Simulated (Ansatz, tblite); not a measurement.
# The cluster Si₂Se₄: isomers from a random search

Aim: relax the candidate shapes of the cluster Si₂Se₄ that a cheap search turned up, and see how the levels of theory order them.

Computed with Ansatz 0.2.0, Gaussian basis. Level: relaxed with PBE0-D4/def2-SVP, singlet.

6 further runs of the same task are left out: 3 that didn't finish, 3 set aside as unsound or not needed. Runs told in other sessions of the task aren't counted.

### 1 Starting geometry

6 atoms, charge 0, spin multiplicity 1.

Atoms are counted from 1 here; the program's logs count them from 0.

Bond lengths: Si1–Se3 2.249 Å, Si1–Se4 2.067 Å, Si1–Se5 2.249 Å, Si2–Se3 2.250 Å, Si2–Se5 2.249 Å, Si2–Se6 2.067 Å. Angles: Se3–Si1–Se4 129.2°, Se3–Si1–Se5 101.7°, Se4–Si1–Se5 129.1°, Se3–Si2–Se5 101.7°, Se3–Si2–Se6 129.1°, Se5–Si2–Se6 129.2°, Si1–Se3–Si2 78.3°, Si1–Se5–Si2 78.3°.

A search from random starts with GFN1-xTB found 8 distinct shapes; 2 go on here. The structure above is candidate A, which lies 0.00 eV above the lowest at that level; B lies 2.43 eV above the lowest at that level.

### 2 Relaxing candidate A

File in.yaml:

```yaml
crystal:
  periodic: [false, false, false]
  atoms:
    - {symbol: Si, position_ang: [1.220390, -0.545680, 0.476890]}
    - {symbol: Si, position_ang: [-1.220320, 0.545700, -0.477290]}
    - {symbol: Se, position_ang: [-0.616450, 0.045940, 1.631410]}
    - {symbol: Se, position_ang: [3.000560, -1.335670, 1.170380]}
    - {symbol: Se, position_ang: [0.614460, -0.051530, -1.632120]}
    - {symbol: Se, position_ang: [-2.998650, 1.341240, -1.169260]}
basis:
  gaussian: {orbitals: def2-SVP}
hamiltonian: {xc: pbe0, dispersion: d4}
scf: {lower_state_search: "off"}
output: {orbitals: {seedname: orbitals}}
relax: {f_tol: 0.02, max_steps: 100}
```

Command:

```
> ansatz run in.yaml --threads 4 --pin off --events-out ev --progress --plain --max-ram 4787MiB
```

Output, shortened:

```text
Functional definition: PBE0
  name "PBE0"
  cite "Adamo & Barone, J. Chem. Phys. 110, 6158 (1999) doi:10.1063/1.478522"
  cite "Perdew, Burke & Ernzerhof, Phys. Rev. Lett. 77, 3865 (1996) doi:10.1103/PhysRevLett.77.3865"
  parent pbe
[...]
1659 factors; integrals over basis functions are off by at most 1.7e-4 eV
[...]
mean field -277084.07645221 eV, -10182.6519952861 hartree, gradient 4.0e-6 eV, S^2 0.000000; 0 other end points of the search recorded, 0 dependent functions left out
[...]
reference -277084.07647679 eV, -10182.6519961893 hartree; 82, 82 occupied and 82, 82 virtual orbitals, 1659 factors
relax step   1: F+E_penalty+E_count = -277084.49868626 eV  Δ(F+E_penalty+E_count) = +0.000e0 eV  max|allowed force component| = 5.735e-1 eV/Å  Δτ_max = 0.0000 Å  (15 SCF iters, accepted)
[...]
relax step   4: F+E_penalty+E_count = -277084.53214323 eV  Δ(F+E_penalty+E_count) = -2.670e-2 eV  max|allowed force component| = 6.251e-2 eV/Å  Δτ_max = 0.0387 Å  (19 SCF iters, accepted)
[...]
relax step   5: F+E_penalty+E_count = -277084.53240047 eV  Δ(F+E_penalty+E_count) = -2.572e-4 eV  max|allowed force component| = 1.625e-2 eV/Å  Δτ_max = 0.0038 Å  (15 SCF iters, accepted)
Total energy: -277084.53242507 eV, -10182.6687519797 hartree
Atom 0 at     1.261258    -0.563062     0.490902 Å, force    -0.011150     0.005827     0.004377 eV/Å
Atom 1 at    -1.261892     0.561976    -0.490525 Å, force     0.016254    -0.000397    -0.011448 eV/Å
Atom 2 at    -0.612548     0.048791     1.626567 Å, force     0.002351    -0.004439     0.009845 eV/Å
Atom 3 at     3.040767    -1.357430     1.186893 Å, force     0.011076    -0.005265     0.003573 eV/Å
Atom 4 at     0.612870    -0.047780    -1.626231 Å, force    -0.006213     0.000685    -0.004336 eV/Å
Atom 5 at    -3.040465     1.357504    -1.187596 Å, force    -0.012318     0.003589    -0.002011 eV/Å
Dipole moment:    -0.000250    -0.000196     0.000412 e Å
Checks for a lower state left out: stability, starts, cluster_reference, orbital_swaps, neighbouring_geometries, increment
```

Wall time 23 s (4 threads of Arm Neoverse V2, shared host); peak memory 0.65 GiB.

Step by step: (the energy doesn't fall at every step)

```csv
step,energy from step 1 (eV),largest force component (eV/Å)
1,0.0000,0.5735
2,-0.0068,0.4097
3,0.0653,1.4839
4,-0.0335,0.0625
5,-0.0337,0.0163
```

Close pairs (by a distance rule), those that changed most:

```
   bond  before (Å)  after (Å)  change (Å)
Si2–Se5       2.249      2.275      +0.026
Si1–Se3       2.249      2.275      +0.026
Si1–Se5       2.249      2.273      +0.024
Si2–Se3       2.250      2.273      +0.023
Si1–Se4       2.067      2.069      +0.002
Si2–Se6       2.067      2.069      +0.002
```

### 3 Relaxing candidate B

File in.yaml:

```yaml
crystal:
  periodic: [false, false, false]
  atoms:
    - {symbol: Si, position_ang: [0.272100, -0.360070, 0.717890]}
    - {symbol: Si, position_ang: [0.150000, 0.977750, -1.790730]}
    - {symbol: Se, position_ang: [-1.274570, -0.924140, -1.056680]}
    - {symbol: Se, position_ang: [-1.485250, 1.175200, 0.068830]}
    - {symbol: Se, position_ang: [1.984190, 0.461790, -0.485480]}
    - {symbol: Se, position_ang: [0.353530, -1.330540, 2.546180]}
basis:
  gaussian: {orbitals: def2-SVP}
hamiltonian: {xc: pbe0, dispersion: d4}
scf: {lower_state_search: "off"}
output: {orbitals: {seedname: orbitals}}
relax: {f_tol: 0.02, max_steps: 100}
```

The command is unchanged.

Output, shortened:

```text
Functional definition: PBE0
  name "PBE0"
  cite "Adamo & Barone, J. Chem. Phys. 110, 6158 (1999) doi:10.1063/1.478522"
  cite "Perdew, Burke & Ernzerhof, Phys. Rev. Lett. 77, 3865 (1996) doi:10.1103/PhysRevLett.77.3865"
  parent pbe
[...]
1656 factors; integrals over basis functions are off by at most 2.6e-4 eV
[...]
mean field -277082.88266583 eV, -10182.6081244456 hartree, gradient 8.9e-6 eV, S^2 0.000000; 0 other end points of the search recorded, 0 dependent functions left out
[...]
reference -277082.88269032 eV, -10182.6081253460 hartree; 82, 82 occupied and 82, 82 virtual orbitals, 1656 factors
relax step   1: F+E_penalty+E_count = -277083.34213004 eV  Δ(F+E_penalty+E_count) = +0.000e0 eV  max|allowed force component| = 1.104e0 eV/Å  Δτ_max = 0.0000 Å  (17 SCF iters, accepted)
[...]
relax step   6: F+E_penalty+E_count = -277083.43929970 eV  Δ(F+E_penalty+E_count) = -3.684e-5 eV  max|allowed force component| = 1.799e-2 eV/Å  Δτ_max = 0.0020 Å  (16 SCF iters, accepted)
Total energy: -277083.43932410 eV, -10182.6285812599 hartree
Atom 0 at     0.306519    -0.387894     0.779701 Å, force     0.004828     0.010893    -0.017985 eV/Å
Atom 1 at     0.112333     1.026782    -1.891030 Å, force     0.001588    -0.000922     0.001649 eV/Å
Atom 2 at    -1.244695    -0.917689    -1.061881 Å, force    -0.001441    -0.000797    -0.001651 eV/Å
Atom 3 at    -1.456654     1.180372     0.064470 Å, force    -0.001482     0.001204    -0.000082 eV/Å
Atom 4 at     1.958410     0.468104    -0.503339 Å, force    -0.003768    -0.001174     0.001290 eV/Å
Atom 5 at     0.324087    -1.369687     2.612088 Å, force     0.000275    -0.009203     0.016778 eV/Å
Dipole moment:    -0.328276     0.309077    -0.637569 e Å
Checks for a lower state left out: stability, starts, cluster_reference, orbital_swaps, neighbouring_geometries, increment
```

Wall time 30 s (4 threads of Arm Neoverse V2, shared host); peak memory 0.66 GiB.

Relaxation path: (the energy doesn't fall at every step)

```
step  energy from step 1 (eV)  largest force component (eV/Å)
   1                   0.0000                          1.1042
   2                  -0.0539                          0.5432
   3                  -0.0937                          0.1226
   4                  -0.0925                          0.1862
   5                  -0.0971                          0.0325
   6                  -0.0972                          0.0180
```

Close pairs (by a distance rule), those that changed most:

```
   bond  before (Å)  after (Å)  change (Å)
Si2–Se5       2.310      2.376      +0.067
Si1–Se3       2.421      2.465      +0.045
Si1–Se4       2.422      2.466      +0.044
Si2–Se4       2.484      2.512      +0.028
Si2–Se3       2.487      2.512      +0.025
Si1–Se5       2.248      2.260      +0.012
Si1–Se6       2.071      2.079      +0.007
Se3–Se4       2.391      2.391      -0.001
```

### 4 The relaxed candidates

```
candidate  point group         bonds (count, mean Å)  energy above the lowest (kcal/mol)
        A          D2h                 Se–Si 6, 2.21                                 0.0
        B           Cs  Se–Si 7, 2.38; Se–Se 1, 2.39                                25.2
```

### 5 Candidate B, GFN1-xTB

Tight binding, by tblite at 300 K electronic temperature and without a spin-polarisation term:

```python
tblite.interface.Calculator('GFN1-xTB', numbers, positions, charge=0, uhf=0).singlepoint()
```

Energy -468.0658 eV, HOMO -9.34 eV, LUMO -6.78 eV; 0.008 s.

### 6 Candidate B, GFN2-xTB

Tight binding, by tblite at 300 K electronic temperature and without a spin-polarisation term:

```python
tblite.interface.Calculator('GFN2-xTB', numbers, positions, charge=0, uhf=0).singlepoint()
```

Energy -443.1285 eV, HOMO -10.80 eV, LUMO -8.76 eV; 0.01 s.

### 7 Candidate B, PBE0-D4/def2-TZVP

start.molden holds the orbitals of an earlier run on this state, given as this run's starting guess.

File in.yaml:

```yaml
crystal:
  periodic: [false, false, false]
  atoms:
    - {symbol: Si, position_ang: [0.306519, -0.387894, 0.779701]}
    - {symbol: Si, position_ang: [0.112333, 1.026782, -1.891030]}
    - {symbol: Se, position_ang: [-1.244695, -0.917689, -1.061881]}
    - {symbol: Se, position_ang: [-1.456654, 1.180372, 0.064470]}
    - {symbol: Se, position_ang: [1.958410, 0.468104, -0.503339]}
    - {symbol: Se, position_ang: [0.324087, -1.369687, 2.612088]}
basis:
  gaussian: {orbitals: def2-TZVP, initial_orbitals: start.molden}
hamiltonian: {xc: pbe0, dispersion: d4}
scf: {omitted_lower_state_checks: [starts]}
output: {orbitals: {seedname: orbitals}}
```

The command is unchanged.

Output:

```text
Functional definition: PBE0
  name "PBE0"
  cite "Adamo & Barone, J. Chem. Phys. 110, 6158 (1999) doi:10.1063/1.478522"
  cite "Perdew, Burke & Ernzerhof, Phys. Rev. Lett. 77, 3865 (1996) doi:10.1103/PhysRevLett.77.3865"
  parent pbe
  parameter a = 0.25
  parameter kappa = 0.804
  parameter beta = 0.06672455060314922
  exchange = (1 - a)*pbe_x(kappa = kappa, mu = beta*pi^2/3) + a*exact_x
  correlation = pbe_c(beta = beta)
these checks for a lower state are left out or cut short: starts
2184 factors; their error is unknown
mean field evaluation 1: about -277116.2786 eV, gradient 2.4e2 eV
mean field evaluation 2: about -277118.8440 eV, gradient 5.7e0 eV
mean field evaluation 4: about -277120.6620 eV, gradient 7.7e-1 eV
mean field evaluation 8: about -277120.6625 eV, gradient 2.2e-5 eV
mean field -277120.66252859 eV, -10183.9965087941 hartree, gradient 2.2e-5 eV, S^2 0.000000; 0 other end points of the search recorded, 0 dependent functions left out
reference -277120.66255681 eV, -10183.9965098311 hartree; 82, 82 occupied and 184, 184 virtual orbitals, 2184 factors
Total energy: -277121.11877237 eV, -10184.0132754437 hartree
Checks for a lower state left out: starts
```

Run time: 15 s. Hardware: 4 threads of Arm Neoverse V2, shared host; peak memory 1.4 GiB.

From the report: HOMO -6.74 eV, LUMO -3.23 eV.

### 8 Candidate B, PBE-D4/def2-TZVP

in.yaml, as its differences from that of step 7:

```diff
@@ -11,4 +11,4 @@
   gaussian: {orbitals: def2-TZVP, initial_orbitals: start.molden}
-hamiltonian: {xc: pbe0, dispersion: d4}
+hamiltonian: {xc: pbe, dispersion: d4}
 scf: {omitted_lower_state_checks: [starts]}
-output: {orbitals: {seedname: orbitals}}
+output: {forces: true, orbitals: {seedname: orbitals}}
```

Launched as before.

Output, shortened:

```text
Functional definition: PBE
  name "PBE"
  cite "Perdew, Burke & Ernzerhof, Phys. Rev. Lett. 77, 3865 (1996) doi:10.1103/PhysRevLett.77.3865"
  parent pbe
[...]
2052 factors; their error is unknown
[...]
mean field -277111.27912319 eV, -10183.6516750061 hartree, gradient 9.6e-6 eV, S^2 0.000000; 0 other end points of the search recorded, 0 dependent functions left out
[...]
reference -277111.27916044 eV, -10183.6516763747 hartree; 82, 82 occupied and 184, 184 virtual orbitals, 2052 factors
Total energy: -277111.80678549 eV, -10183.6710662379 hartree
Atom 0 at     0.306519    -0.387894     0.779701 Å, force    -0.033471     0.172080    -0.325551 eV/Å
Atom 1 at     0.112333     1.026782    -1.891030 Å, force    -0.051668     0.008825    -0.026602 eV/Å
Atom 2 at    -1.244695    -0.917689    -1.061881 Å, force    -0.088767    -0.184262    -0.098024 eV/Å
Atom 3 at    -1.456654     1.180372     0.064470 Å, force    -0.124046     0.166419     0.090844 eV/Å
Atom 4 at     1.958410     0.468104    -0.503339 Å, force     0.296103     0.026443     0.006304 eV/Å
Atom 5 at     0.324087    -1.369687     2.612088 Å, force     0.001850    -0.189505     0.353028 eV/Å
Dipole moment:    -0.335566     0.301294    -0.624414 e Å
Checks for a lower state left out: starts
```

It took 7.5 s on 4 threads of Arm Neoverse V2, shared host.

Report: HOMO -5.75 eV, LUMO -4.01 eV.

### 9 Candidate B, r2SCAN-D4/def2-TZVP

in.yaml, as its differences from that of step 8:

```diff
@@ -11,4 +11,4 @@
   gaussian: {orbitals: def2-TZVP, initial_orbitals: start.molden}
-hamiltonian: {xc: pbe, dispersion: d4}
+hamiltonian: {xc: r2scan, dispersion: d4}
 scf: {omitted_lower_state_checks: [starts]}
-output: {forces: true, orbitals: {seedname: orbitals}}
+output: {orbitals: {seedname: orbitals}}
```

Launched as before.

Output:

```text
Functional definition: r2SCAN
  name "r2SCAN"
  cite "Furness, Kaplan, Ning, Perdew & Sun, J. Phys. Chem. Lett. 11, 8208 (2020) doi:10.1021/acs.jpclett.0c02405"
  cite "Furness, Kaplan, Ning, Perdew & Sun, J. Phys. Chem. Lett. 11, 9248 (2020) doi:10.1021/acs.jpclett.0c03077"
  parent r2scan
  parameter k0 = 0.174
  parameter k1 = 0.065
  parameter a1 = 4.9479
  exchange = r2scan_x(k0 = k0, k1 = k1, a1 = a1)
  correlation = r2scan_c
these checks for a lower state are left out or cut short: starts
2052 factors; their error is unknown
mean field evaluation 1: about -277155.5054 eV, gradient 1.3e1 eV
mean field evaluation 2: about -277155.5971 eV, gradient 1.5e-1 eV
mean field evaluation 4: about -277155.4713 eV, gradient 4.7e-4 eV
mean field -277155.47127043 eV, -10185.2757064627 hartree, gradient 1.3e-5 eV, S^2 0.000000; 0 other end points of the search recorded, 0 dependent functions left out
reference -277155.47128132 eV, -10185.2757068628 hartree; 82, 82 occupied and 184, 184 virtual orbitals, 2052 factors
Total energy: -277155.57719920 eV, -10185.2795992731 hartree
Checks for a lower state left out: starts
```

Wall time 13 s (4 threads of Arm Neoverse V2, shared host); peak memory 0.6 GiB.

From the report: HOMO -6.01 eV, LUMO -4.01 eV.

### 10 Candidate B, ωB97X-V/def2-TZVP

in.yaml, as its differences from that of step 9:

```diff
@@ -11,3 +11,3 @@
   gaussian: {orbitals: def2-TZVP, initial_orbitals: start.molden}
-hamiltonian: {xc: r2scan, dispersion: d4}
+hamiltonian: {xc: {name: wB97X-V}}
 scf: {omitted_lower_state_checks: [starts]}
```

Launched as before.

Output, shortened:

```text
Functional definition: wB97X-V
  name "wB97X-V"
  cite "Mardirossian & Head-Gordon, Phys. Chem. Chem. Phys. 16, 9904 (2014) doi:10.1039/C3CP54374A"
  cite "Becke, J. Chem. Phys. 107, 8554 (1997) doi:10.1063/1.475007"
  cite "Vydrov & Van Voorhis, J. Chem. Phys. 133, 244103 (2010) doi:10.1063/1.3521275"
[...]
      + integral(e_c_pw_opposite_spin*poly(b97_u_opposite, cos0, cos1)) + vv10(b, c)
[...]
2140 factors; their error is unknown
337 factors; integrals over basis functions are off by at most 1.6e-5 eV
the host lacks memory for fits, so the integrals are decomposed
1767 factors; integrals over basis functions are off by at most 7.5e-4 eV
337 factors; integrals over basis functions are off by at most 1.6e-5 eV
[...]
mean field -277130.78438912 eV, -10184.3684803079 hartree, gradient 2.5e-5 eV, S^2 0.000000; 0 other end points of the search recorded, 0 dependent functions left out
reference -277130.78438728 eV, -10184.3684802401 hartree; 82, 82 occupied and 184, 184 virtual orbitals, 1767 factors
Total energy: -277130.78438728 eV, -10184.3684802401 hartree
Checks for a lower state left out: starts
```

Wall time 37 s (4 threads of Arm Neoverse V2, shared host); peak memory 1.3 GiB.

HOMO -8.84 eV, LUMO -1.21 eV.

### 11 Candidate B, LDA/def2-TZVP

in.yaml, as its differences from that of step 10:

```diff
@@ -11,3 +11,3 @@
   gaussian: {orbitals: def2-TZVP, initial_orbitals: start.molden}
-hamiltonian: {xc: {name: wB97X-V}}
+hamiltonian: {xc: lda}
 scf: {omitted_lower_state_checks: [starts]}
```

Same command.

Output:

```text
Functional definition: SPW92
  name "SPW92"
  cite "Dirac, Proc. Camb. Phil. Soc. 26, 376 (1930) doi:10.1017/S0305004100016108"
  cite "Slater, Phys. Rev. 81, 385 (1951) doi:10.1103/PhysRev.81.385"
  cite "Perdew & Wang, Phys. Rev. B 45, 13244 (1992) doi:10.1103/PhysRevB.45.13244"
  exchange = slater_x
  correlation = pw_c
these checks for a lower state are left out or cut short: starts
2052 factors; their error is unknown
mean field evaluation 1: about -276723.9154 eV, gradient 4.6e1 eV
mean field evaluation 2: about -276724.5032 eV, gradient 9.4e-1 eV
mean field evaluation 4: about -276724.3943 eV, gradient 1.7e-1 eV
mean field -276724.39432559 eV, -10169.4339209340 hartree, gradient 2.9e-5 eV, S^2 0.000000; 0 other end points of the search recorded, 0 dependent functions left out
reference -276724.39436048 eV, -10169.4339222163 hartree; 82, 82 occupied and 184, 184 virtual orbitals, 2052 factors
Total energy: -276724.39436048 eV, -10169.4339222163 hartree
Checks for a lower state left out: starts
```

Run time: 3 s. Hardware: 4 threads of Arm Neoverse V2, shared host.

From the report: HOMO -5.92 eV, LUMO -4.24 eV.

### 12 Candidate B, CCSD(T)/def2-SVP

in.yaml, as its differences from that of step 11:

```diff
@@ -10,4 +10,4 @@
 basis:
-  gaussian: {orbitals: def2-TZVP, initial_orbitals: start.molden}
-hamiltonian: {xc: lda}
+  gaussian: {orbitals: def2-SVP, initial_orbitals: start.molden}
+correlation: {method: ccsd_t}
 scf: {omitted_lower_state_checks: [starts]}
```

Same command.

Output, shortened:

```text
Functional definition: HF
  name "HF"
  cite "Fock, Z. Phys. 61, 126 (1930) doi:10.1007/BF01340294"
  parent pbe
[...]
1560 factors; integrals over basis functions are off by at most 8.4e-4 eV
[...]
mean field -276902.17269396 eV, -10175.9671554691 hartree, gradient 2.3e-6 eV, S^2 0.000000; 0 other end points of the search recorded, 0 dependent functions left out
46 core orbitals not correlated: weight in the atoms' cores, before any rotation towards them, 1.000 or more for the frozen orbitals, at most 0.000 for the correlated occupied ones
reference -276902.17269396 eV, -10175.9671554691 hartree; 36, 36 occupied and 82, 82 virtual orbitals, 1560 factors
second order -30.15928375 eV of doubles, -0.00000000 eV of singles
cycle   1  -29.09579208 eV  change     1.1e0 eV  update   1.6e-1
[...]
cycle  10  -30.08531772 eV  change   -4.1e-6 eV  update   3.5e-5
perturbative correction -1.22115639 eV, -0.0448766694 hartree
Total energy: -276933.47916806 eV, -10177.1176471722 hartree
Checks for a lower state left out: starts
```

Run time: 66 s. Hardware: 4 threads of Arm Neoverse V2, shared host; peak memory 1.3 GiB.

Hartree-Fock HOMO -8.87 eV, LUMO 0.07 eV; T1 0.013.

### 13 B against A

The energies of A at these levels come from its own runs, whose logs aren't repeated here.

Differences are taken before rounding.

| method | B above A (kcal/mol) | from CCSD(T)/def2-SVP (kcal/mol) | time |
| --- | --- | --- | --- |
| GFN1-xTB | 57.0 | +27.6 | 0.016 s |
| GFN2-xTB | 14.1 | -15.3 | 0.02 s |
| HF/def2-SVP | 39.7 | +10.3 |  |
| LDA/def2-TZVP | 20.9 | -8.5 | 5.7 s |
| PBE-D4/def2-TZVP | 21.9 | -7.5 | 12 s |
| r2SCAN-D4/def2-TZVP | 28.8 | -0.6 | 25 s |
| PBE0-D4/def2-TZVP | 24.6 | -4.7 | 40 s |
| ωB97X-V/def2-TZVP | 28.1 | -1.3 | 66 s |
| MP2/def2-SVP | 30.2 | +0.8 |  |
| CCSD/def2-SVP | 30.7 | +1.3 |  |
| CCSD(T)/def2-SVP | 29.4 | 0 | 2.2 min |

Among the levels timed on like hardware and quicker than the yardstick, those that no quicker one beats, quickest first: GFN1-xTB (0.016 s, +27.6 kcal/mol); GFN2-xTB (0.02 s, -15.3 kcal/mol); LDA/def2-TZVP (5.7 s, -8.5 kcal/mol); PBE-D4/def2-TZVP (12 s, -7.5 kcal/mol); r2SCAN-D4/def2-TZVP (25 s, -0.6 kcal/mol).

Times add the two runs; a level without a time comes out of a correlated run.

### 14 What came out

| quantity | value |
| --- | --- |
| B above A, CCSD(T)/def2-SVP | +29.4 kcal/mol |
| levels that put B lower | none |

What this shows: All levels free of doubt put A (D2h) below B (Cs), by 14.1 to 57.0 kcal/mol. The yardstick is in a double-zeta basis, so levels in larger sets aren't compared like for like. CCSD(T)/def2-SVP isn't at the basis-set limit; small misses against it rank nothing. The search was small, so a lower isomer may exist. Only singlets are compared; another spin may lie lower and prefer another shape.
